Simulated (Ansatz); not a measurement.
# Si2W: a line through a two-coordinate scan

One line of a two-coordinate grid on Si2W (P6_222, No. 180; 9 atoms in the cell): shift of Si1 along [1 2 0] is varied, at c/a of the conventional cell at fixed volume = 1.558.

Program: Ansatz 0.2.0. Level of theory: DFT LDA, scalar-relativistic, plane waves, PAW. These are calculated values, not measurements.

16 further runs of the same task are left out: 16 set aside as unsound or not needed.

## Step 1: Starting point

It takes space group P6_222 (No. 180, hexagonal). Conventional cell: a = 4.552 Å, b = 4.552 Å, c = 6.567 Å, α = 90.00°, β = 90.00°, γ = 120.00°. Around Si (site symmetry 2) lie 5 Si at 2.54 to 2.65 Å and 5 W at 2.56 to 2.65 Å. Around W (site symmetry 222) lie 10 Si at 2.56 to 2.65 Å.

Coordinates:

```cif
data_structure
_symmetry_space_group_name_H-M 'P 1'
_symmetry_Int_Tables_number 1
_cell_length_a 4.5515
_cell_length_b 4.5515
_cell_length_c 6.5670
_cell_angle_alpha 90.000
_cell_angle_beta 90.000
_cell_angle_gamma 120.000
_cell_volume 117.82
loop_
_atom_site_label
_atom_site_type_symbol
_atom_site_fract_x
_atom_site_fract_y
_atom_site_fract_z
_atom_site_occupancy
Si1 Si 0.83612 0.67224 0.50000 1
Si2 Si 0.16388 0.83612 0.83333 1
Si3 Si 0.67224 0.83612 0.16667 1
Si4 Si 0.16388 0.32776 0.50000 1
Si5 Si 0.83612 0.16388 0.83333 1
Si6 Si 0.32776 0.16388 0.16667 1
W1 W 0.00000 0.50000 0.16667 1
W2 W 0.50000 0.50000 0.83333 1
W3 W 0.50000 0.00000 0.50000 1
```

It goes back to an entry of the Materials Project, which need not be the stable form.

This cell was relaxed beforehand with the same method: volume 13.09 Å³/atom, gap on the mesh 0.12 eV.

## Step 2: Plan of the line

Atoms count from 1 in the order of the input.

The energy is mapped over a free internal coordinate and the cell.

- shift of Si1 along [1 2 0], its symmetry partners moved as symmetry demands (measured in the relaxed cell): 7 values from −0.250 to 0.250 Å
- c/a of the conventional cell at fixed volume: 7 values from 1.327 to 1.558

Nothing else is relaxed (all other coordinates fixed). Energies count from the relaxed crystal. Points are written as (first, second).

## Step 3: Grid point (−0.167 Å, 1.558)

The input, input.yaml:

```yaml
crystal:
  lattice:
    - [4.4362922824, 0.0, 0.0]
    - [-2.2181461412, 3.8419418152, 0.0]
    - [0.0, 0.0, 6.9126306345]
  atoms:
    - { symbol: Si, position: [0.8149755729, 0.6299511459, 0.5] }
    - { symbol: Si, position: [0.1850244271, 0.8149755729, 0.8333333333] }
    - { symbol: Si, position: [0.6299511459, 0.8149755729, 0.1666666667] }
    - { symbol: Si, position: [0.1850244271, 0.3700488541, 0.5] }
    - { symbol: Si, position: [0.8149755729, 0.1850244271, 0.8333333333] }
    - { symbol: Si, position: [0.3700488541, 0.1850244271, 0.1666666667] }
    - { symbol: W, position: [0.0, 0.5, 0.1666666667] }
    - { symbol: W, position: [0.5, 0.5, 0.8333333333] }
    - { symbol: W, position: [0.5, 0.0, 0.5] }
basis:
  ecutwfc: 420
kpoints:
  mp_grid: { grid: [9, 9, 6] }
hamiltonian:
  xc: lda
  pseudopotentials: { kind: paw, azcp: { folder: soft_1 } }
scf:
  occupations: { method: gaussian, width: 0.03 }
output:
  forces: true
  stress: true
  eigenvalues: true
```

Run with:

```console
> ansatz run input.yaml --threads 4 --pin off --max-ram 8192MiB --backend cpu --events-out ev --progress --plain --runs-dir out
```

Log (excerpt; [...] marks lines left out):

```text
Warning: <dir> the record states the generating functional pbe (its physics header spells it `PBE`), which answers neither for hamiltonian.xc's functional nor for the lda family's — results may be inconsistent (PPs are generated against a specific XC)
[...]
Warning: RAYON_NUM_THREADS=4 ignored (pool sized by the plan → 4); use --threads N
[...]
Pseudopotentials: kind: paw
Pseudopotential: Si, paw, valence charge 4, recommended cutoff 420 eV (normal), <dir>
Pseudopotential: W, paw, valence charge 14, recommended cutoff 420 eV (normal), <dir>
Functional definition: SPW92
[...]
Crystal: 9 atoms, lattice volume = 117.819 Å³
Basis set: ecut = 420 eV, 2321 PW (Γ)
Bands: 42, of which v1, the nominal top of the filled ones, is band 33 counted from 1 (32 counted from 0)
Symmetry: 12 space group operations
Space group: P6222 (ITA 180), of the structure as read, at distance tolerance 4.9e-5 Å
k-points: 48 of 486 (time reversal used)
[...]
SCF iter   1: F=—  HF=-34046.299917 eV  |F-HF|=—  |Δ(HF+E_count)|=         —  Δρ=4.51e-2  dr2=2.19e0  ethr=3.10e-3  ⟨swp⟩=7.9  Hψ=9555  notcnv=0
[...]
SCF iter   7: F=-34045.494037 eV  HF=-34045.494037 eV  |F-HF|=1.79e-9  |Δ(HF+E_count)|=   4.47e-8  Δρ=1.60e-6  dr2=3.69e-9  ethr=1.52e-10  ⟨swp⟩=9.8  Hψ=8101  notcnv=0
[...]
SCF converged after 7 iterations
Free energy (F): -34045.494037 eV
[...]
E sigma→0 (E₀):  -34045.494037 eV
Fermi energy:    16.917668 eV
[...]
--- Forces (eV/Å), atoms counted from 1 ---
  atom   1  Si     0.00000000     2.90279117    -0.00000000
  atom   2  Si    -2.51389089     1.45139558    -0.00000000
  atom   3  Si     2.51389089     1.45139558     0.00000000
  atom   4  Si     0.00000000    -2.90279117     0.00000000
  atom   5  Si     2.51389089    -1.45139558     0.00000000
  atom   6  Si    -2.51389089    -1.45139558    -0.00000000
  atom   7  W     -0.00000000     0.00000000     0.00000000
  atom   8  W     -0.00000000     0.00000000     0.00000000
[...]
--- Stress (GPa, compression-positive) ---
       13.411483       0.000000       0.000000
        0.000000      13.411483       0.000000
        0.000000      -0.000000      -8.971253
  P = ⅓ Tr σ = 5.9506 GPa (59.506 kbar)
--- Band table (eV; the first three rows and the last of 48) ---
[...]
```

Wall time 12 s (4 threads of Arm Neoverse N1, shared host); peak memory 0.47 GiB.

That is 201 meV/atom from the zero.

## Step 4: The run at (−0.083 Å, 1.558)

The input, input.yaml:

```yaml
crystal:
  lattice:
    - [4.4362922824, 0.0, 0.0]
    - [-2.2181461412, 3.8419418152, 0.0]
    - [0.0, 0.0, 6.9126306345]
  atoms:
    - { symbol: Si, position: [0.8255546399, 0.6511092798, 0.5] }
    - { symbol: Si, position: [0.1744453601, 0.8255546399, 0.8333333333] }
    - { symbol: Si, position: [0.6511092798, 0.8255546399, 0.1666666667] }
    - { symbol: Si, position: [0.1744453601, 0.3488907202, 0.5] }
    - { symbol: Si, position: [0.8255546399, 0.1744453601, 0.8333333333] }
    - { symbol: Si, position: [0.3488907202, 0.1744453601, 0.1666666667] }
    - { symbol: W, position: [0.0, 0.5, 0.1666666667] }
    - { symbol: W, position: [0.5, 0.5, 0.8333333333] }
    - { symbol: W, position: [0.5, 0.0, 0.5] }
basis:
  ecutwfc: 420
kpoints:
  mp_grid: { grid: [9, 9, 6] }
hamiltonian:
  xc: lda
  pseudopotentials: { kind: paw, azcp: { folder: soft_1 } }
scf:
  occupations: { method: gaussian, width: 0.03 }
output:
  forces: true
  stress: true
  eigenvalues: true
```

Run with:

```console
> ansatz run input.yaml --threads 4 --pin off --max-ram 8192MiB --backend cpu --events-out ev --progress --plain --runs-dir out
```

Log (excerpt; [...] marks lines left out):

```text
Warning: <dir> the record states the generating functional pbe (its physics header spells it `PBE`), which answers neither for hamiltonian.xc's functional nor for the lda family's — results may be inconsistent (PPs are generated against a specific XC)
[...]
Warning: RAYON_NUM_THREADS=4 ignored (pool sized by the plan → 4); use --threads N
[...]
[... 4 set-up lines as earlier in the session ...]
[...]
Crystal: 9 atoms, lattice volume = 117.819 Å³
Basis set: ecut = 420 eV, 2321 PW (Γ)
Bands: 42, of which v1, the nominal top of the filled ones, is band 33 counted from 1 (32 counted from 0)
[... 2 set-up lines as earlier in the session ...]
k-points: 48 of 486 (time reversal used)
[...]
SCF iter   1: F=—  HF=-34047.338553 eV  |F-HF|=—  |Δ(HF+E_count)|=         —  Δρ=4.51e-2  dr2=2.17e0  ethr=3.10e-3  ⟨swp⟩=8.0  Hψ=9646  notcnv=0
[...]
SCF iter   7: F=-34046.566358 eV  HF=-34046.566358 eV  |F-HF|=1.19e-9  |Δ(HF+E_count)|=   4.23e-9  Δρ=1.21e-6  dr2=2.12e-9  ethr=1.46e-10  ⟨swp⟩=2.2  Hψ=5776  notcnv=0
[...]
SCF converged after 7 iterations
Free energy (F): -34046.566358 eV
[...]
E sigma→0 (E₀):  -34046.566358 eV
Fermi energy:    17.035214 eV
[...]
--- Forces (eV/Å), atoms counted from 1 ---
  atom   1  Si     0.00000000     1.48006174     0.00000000
  atom   2  Si    -1.28177107     0.74003087     0.00000000
  atom   3  Si     1.28177107     0.74003087    -0.00000000
  atom   4  Si     0.00000000    -1.48006174    -0.00000000
  atom   5  Si     1.28177107    -0.74003087    -0.00000000
  atom   6  Si    -1.28177107    -0.74003087     0.00000000
  atom   7  W      0.00000000     0.00000000     0.00000000
  atom   8  W      0.00000000     0.00000000     0.00000000
[...]
--- Stress (GPa, compression-positive) ---
        9.227957       0.000000      -0.000000
        0.000000       9.227957       0.000000
        0.000000      -0.000000     -11.145845
  P = ⅓ Tr σ = 2.4367 GPa (24.367 kbar)
--- Band table (eV; the first three rows and the last of 48) ---
[...]
```

It took 13 s on 4 threads of Arm Neoverse N1, shared host; peak memory 0.47 GiB.

On the map this point reads 82 meV/atom.

## Step 5: Point (0.000 Å, 1.558)

The input, input.yaml:

```yaml
crystal:
  lattice:
    - [4.4362922824, 0.0, 0.0]
    - [-2.2181461412, 3.8419418152, 0.0]
    - [0.0, 0.0, 6.9126306345]
  atoms:
    - { symbol: Si, position: [0.8361210222, 0.6722420443, 0.5] }
    - { symbol: Si, position: [0.1638789778, 0.8361210222, 0.8333333333] }
    - { symbol: Si, position: [0.6722420443, 0.8361210222, 0.1666666667] }
    - { symbol: Si, position: [0.1638789778, 0.3277579557, 0.5] }
    - { symbol: Si, position: [0.8361210222, 0.1638789778, 0.8333333333] }
    - { symbol: Si, position: [0.3277579557, 0.1638789778, 0.1666666667] }
    - { symbol: W, position: [0.0, 0.5, 0.1666666667] }
    - { symbol: W, position: [0.5, 0.5, 0.8333333333] }
    - { symbol: W, position: [0.5, 0.0, 0.5] }
basis:
  ecutwfc: 420
kpoints:
  mp_grid: { grid: [9, 9, 6] }
hamiltonian:
  xc: lda
  pseudopotentials: { kind: paw, azcp: { folder: soft_1 } }
scf:
  occupations: { method: gaussian, width: 0.03 }
output:
  forces: true
  stress: true
  eigenvalues: true
```

Run with:

```console
> ansatz run input.yaml --threads 4 --pin off --max-ram 8192MiB --backend cpu --events-out ev --progress --plain --runs-dir out
```

Log (excerpt; [...] marks lines left out):

```text
Warning: <dir> the record states the generating functional pbe (its physics header spells it `PBE`), which answers neither for hamiltonian.xc's functional nor for the lda family's — results may be inconsistent (PPs are generated against a specific XC)
[...]
Warning: RAYON_NUM_THREADS=4 ignored (pool sized by the plan → 4); use --threads N
[...]
[... 4 set-up lines as earlier in the session ...]
[...]
Crystal: 9 atoms, lattice volume = 117.819 Å³
Basis set: ecut = 420 eV, 2321 PW (Γ)
Bands: 42, of which v1, the nominal top of the filled ones, is band 33 counted from 1 (32 counted from 0)
[... 2 set-up lines as earlier in the session ...]
k-points: 48 of 486 (time reversal used)
[...]
SCF iter   1: F=—  HF=-34047.724201 eV  |F-HF|=—  |Δ(HF+E_count)|=         —  Δρ=4.61e-2  dr2=2.34e0  ethr=3.10e-3  ⟨swp⟩=7.9  Hψ=9645  notcnv=0
[...]
SCF iter   7: F=-34046.912583 eV  HF=-34046.912583 eV  |F-HF|=1.06e-9  |Δ(HF+E_count)|=   6.45e-9  Δρ=1.14e-6  dr2=1.83e-9  ethr=1.20e-10  ⟨swp⟩=2.0  Hψ=5918  notcnv=0
[...]
SCF converged after 7 iterations
Free energy (F): -34046.912583 eV
[...]
E sigma→0 (E₀):  -34046.912583 eV
Fermi energy:    17.194121 eV
[...]
--- Forces (eV/Å), atoms counted from 1 ---
  atom   1  Si     0.00000000    -0.09671951     0.00000000
  atom   2  Si     0.08376155    -0.04835975    -0.00000000
  atom   3  Si    -0.08376155    -0.04835975     0.00000000
  atom   4  Si    -0.00000000     0.09671951    -0.00000000
  atom   5  Si    -0.08376155     0.04835975     0.00000000
  atom   6  Si     0.08376155     0.04835975     0.00000000
  atom   7  W      0.00000000     0.00000000    -0.00000000
  atom   8  W     -0.00000000     0.00000000    -0.00000000
[...]
--- Stress (GPa, compression-positive) ---
        8.011140      -0.000000       0.000000
       -0.000000       8.011140      -0.000000
        0.000000      -0.000000     -12.533226
  P = ⅓ Tr σ = 1.1630 GPa (11.630 kbar)
--- Band table (eV; the first three rows and the last of 48) ---
[...]
```

Run time: 12 s. Hardware: 4 threads of Arm Neoverse N1, shared host; peak memory 0.47 GiB.

On the map this point reads 44 meV/atom.

## Step 6: Grid point (0.167 Å, 1.558)

The input, input.yaml:

```yaml
crystal:
  lattice:
    - [4.4362922824, 0.0, 0.0]
    - [-2.2181461412, 3.8419418152, 0.0]
    - [0.0, 0.0, 6.9126306345]
  atoms:
    - { symbol: Si, position: [0.8572664714, 0.7145329428, 0.5] }
    - { symbol: Si, position: [0.1427335286, 0.8572664714, 0.8333333333] }
    - { symbol: Si, position: [0.7145329428, 0.8572664714, 0.1666666667] }
    - { symbol: Si, position: [0.1427335286, 0.2854670572, 0.5] }
    - { symbol: Si, position: [0.8572664714, 0.1427335286, 0.8333333333] }
    - { symbol: Si, position: [0.2854670572, 0.1427335286, 0.1666666667] }
    - { symbol: W, position: [0.0, 0.5, 0.1666666667] }
    - { symbol: W, position: [0.5, 0.5, 0.8333333333] }
    - { symbol: W, position: [0.5, 0.0, 0.5] }
basis:
  ecutwfc: 420
kpoints:
  mp_grid: { grid: [9, 9, 6] }
hamiltonian:
  xc: lda
  pseudopotentials: { kind: paw, azcp: { folder: soft_1 } }
scf:
  occupations: { method: gaussian, width: 0.03 }
output:
  forces: true
  stress: true
  eigenvalues: true
```

Run with:

```console
> ansatz run input.yaml --threads 4 --pin off --max-ram 8192MiB --backend cpu --events-out ev --progress --plain --runs-dir out
```

Log (excerpt; [...] marks lines left out):

```text
Warning: <dir> the record states the generating functional pbe (its physics header spells it `PBE`), which answers neither for hamiltonian.xc's functional nor for the lda family's — results may be inconsistent (PPs are generated against a specific XC)
[...]
Warning: RAYON_NUM_THREADS=4 ignored (pool sized by the plan → 4); use --threads N
[...]
[... 4 set-up lines as earlier in the session ...]
[...]
Crystal: 9 atoms, lattice volume = 117.819 Å³
Basis set: ecut = 420 eV, 2321 PW (Γ)
Bands: 42, of which v1, the nominal top of the filled ones, is band 33 counted from 1 (32 counted from 0)
[... 2 set-up lines as earlier in the session ...]
k-points: 48 of 486 (time reversal used)
[...]
SCF iter   1: F=—  HF=-34046.134539 eV  |F-HF|=—  |Δ(HF+E_count)|=         —  Δρ=5.25e-2  dr2=3.97e0  ethr=3.10e-3  ⟨swp⟩=7.9  Hψ=9774  notcnv=0
[...]
SCF iter   7: F=-34044.868683 eV  HF=-34044.868683 eV  |F-HF|=5.40e-9  |Δ(HF+E_count)|=   1.34e-7  Δρ=2.97e-6  dr2=1.02e-8  ethr=1.52e-10  ⟨swp⟩=10.0  Hψ=8588  notcnv=0
[...]
SCF converged after 7 iterations
Free energy (F): -34044.868683 eV
[...]
E sigma→0 (E₀):  -34044.868434 eV
Entropy (-TS):   -0.000498 eV (-0.055 meV/atom)
Fermi energy:    17.016408 eV
[...]
--- Forces (eV/Å), atoms counted from 1 ---
  atom   1  Si     0.00000000    -4.49308043     0.00000000
  atom   2  Si     3.89112180    -2.24654022     0.00000000
  atom   3  Si    -3.89112180    -2.24654022    -0.00000000
  atom   4  Si    -0.00000000     4.49308043     0.00000000
  atom   5  Si    -3.89112180     2.24654022     0.00000000
  atom   6  Si     3.89112180     2.24654022    -0.00000000
  atom   7  W      0.00000000     0.00000000    -0.00000000
  atom   8  W      0.00000000     0.00000000    -0.00000000
[...]
--- Stress (GPa, compression-positive) ---
       16.971622      -0.000000       0.000000
        0.000000      16.971622      -0.000000
        0.000000      -0.000000     -12.640764
  P = ⅓ Tr σ = 7.1008 GPa (71.008 kbar)
--- Band table (eV; the first three rows and the last of 48) ---
[...]
```

Wall time 11 s (4 threads of Arm Neoverse N1, shared host); peak memory 0.46 GiB.

On the map this point reads 271 meV/atom.

## Step 7: Point (0.250 Å, 1.558)

The input, input.yaml:

```yaml
crystal:
  lattice:
    - [4.4362922824, 0.0, 0.0]
    - [-2.2181461412, 3.8419418152, 0.0]
    - [0.0, 0.0, 6.9126306345]
  atoms:
    - { symbol: Si, position: [0.8678328536, 0.7356657073, 0.5] }
    - { symbol: Si, position: [0.1321671464, 0.8678328536, 0.8333333333] }
    - { symbol: Si, position: [0.7356657073, 0.8678328536, 0.1666666667] }
    - { symbol: Si, position: [0.1321671464, 0.2643342927, 0.5] }
    - { symbol: Si, position: [0.8678328536, 0.1321671464, 0.8333333333] }
    - { symbol: Si, position: [0.2643342927, 0.1321671464, 0.1666666667] }
    - { symbol: W, position: [0.0, 0.5, 0.1666666667] }
    - { symbol: W, position: [0.5, 0.5, 0.8333333333] }
    - { symbol: W, position: [0.5, 0.0, 0.5] }
basis:
  ecutwfc: 420
kpoints:
  mp_grid: { grid: [9, 9, 6] }
hamiltonian:
  xc: lda
  pseudopotentials: { kind: paw, azcp: { folder: soft_1 } }
scf:
  occupations: { method: gaussian, width: 0.03 }
output:
  forces: true
  stress: true
  eigenvalues: true
```

Run with:

```console
> ansatz run input.yaml --threads 4 --pin off --max-ram 8192MiB --backend cpu --events-out ev --progress --plain --runs-dir out
```

Log (excerpt; [...] marks lines left out):

```text
Warning: <dir> the record states the generating functional pbe (its physics header spells it `PBE`), which answers neither for hamiltonian.xc's functional nor for the lda family's — results may be inconsistent (PPs are generated against a specific XC)
[...]
Warning: RAYON_NUM_THREADS=4 ignored (pool sized by the plan → 4); use --threads N
[...]
[... 4 set-up lines as earlier in the session ...]
[...]
Crystal: 9 atoms, lattice volume = 117.819 Å³
Basis set: ecut = 420 eV, 2321 PW (Γ)
Bands: 42, of which v1, the nominal top of the filled ones, is band 33 counted from 1 (32 counted from 0)
[... 2 set-up lines as earlier in the session ...]
k-points: 48 of 486 (time reversal used)
[...]
SCF iter   1: F=—  HF=-34043.788354 eV  |F-HF|=—  |Δ(HF+E_count)|=         —  Δρ=6.08e-2  dr2=6.48e0  ethr=3.10e-3  ⟨swp⟩=7.8  Hψ=9927  notcnv=0
[...]
SCF iter   7: F=-34041.843392 eV  HF=-34041.843392 eV  |F-HF|=2.55e-8  |Δ(HF+E_count)|=   5.62e-7  Δρ=5.78e-6  dr2=4.54e-8  ethr=1.52e-10  ⟨swp⟩=11.2  Hψ=10622  notcnv=0
[...]
SCF converged after 7 iterations
Free energy (F): -34041.843392 eV
[...]
E sigma→0 (E₀):  -34041.842372 eV
Entropy (-TS):   -0.002041 eV (-0.227 meV/atom)
Fermi energy:    16.914014 eV
[...]
--- Forces (eV/Å), atoms counted from 1 ---
  atom   1  Si    -0.00000000    -8.17500259    -0.00000000
  atom   2  Si     7.07975992    -4.08750130    -0.00000000
  atom   3  Si    -7.07975992    -4.08750130     0.00000000
  atom   4  Si     0.00000000     8.17500259     0.00000000
  atom   5  Si    -7.07975992     4.08750130     0.00000000
  atom   6  Si     7.07975992     4.08750130     0.00000000
  atom   7  W      0.00000000     0.00000000     0.00000000
  atom   8  W      0.00000000     0.00000000    -0.00000000
[...]
--- Stress (GPa, compression-positive) ---
       29.848620       0.000000       0.000000
        0.000000      29.848620       0.000000
        0.000000       0.000000     -11.555255
  P = ⅓ Tr σ = 16.0473 GPa (160.473 kbar)
--- Band table (eV; the first three rows and the last of 48) ---
[...]
```

It took 11 s on 4 threads of Arm Neoverse N1, shared host; peak memory 0.47 GiB.

On the map this point reads 607 meV/atom.

## Step 8: The line in numbers

| shift of Si1 along [1 2 0], its symmetry partners moved as symmetry demands (measured in the relaxed cell) (Å) | step | energy (meV/atom) | slope (meV/atom per Å) | pressure (GPa) | band gap on the k-mesh (eV) | largest force on an atom (eV/Å) |
| --- | --- | --- | --- | --- | --- | --- |
| −0.250 | – | 396 | −2791 | 11.6 | 0.05 | 4.3 |
| −0.167 | 3 | 201 | −1886 | 6.0 | 0.26 | 2.9 |
| −0.083 | 4 | 82 | −962 | 2.4 | 0.51 | 1.5 |
| 0.000 | 5 | 44 | 63 | 1.2 | 0.45 | 0.1 |
| 0.083 | – | 98 | 1299 | 2.5 | 0.21 | 2.0 |
| 0.167 | 6 | 271 | 2920 | 7.1 | 0.00 | 4.5 |
| 0.250 | 7 | 607 | 5312 | 16.0 | 0.00 | 8.2 |

Energies count from the relaxed crystal. Rows without a step come from runs not printed here or follow by symmetry. Slopes come from the forces (and the stress, where the cell changes), not from differences of energies.

**Reading.** Along the line the energy is lowest at 0.000 Å, 44 meV/atom from the zero. A fit to energies and slopes at the lowest point and its two neighbours puts the minimum at −0.0046 Å, with a curvature of about 13000 meV/atom per Å². The well is lopsided: two grid steps out, the energy rises by 158 meV/atom towards smaller values and 227 meV/atom towards larger ones. The highest point computed, at 0.250 Å, lies 563 meV/atom above the lowest. The gap on the mesh reads zero on part of the line; semilocal functionals close small gaps early. This is one cut through a surface in two coordinates; the map's lowest point lies off it. A rigid map gives upper bounds: relaxing the other coordinates can only lower a point. The gap on the mesh closes on part of the grid. Spin-orbit coupling is left out, which matters for the bands of W.
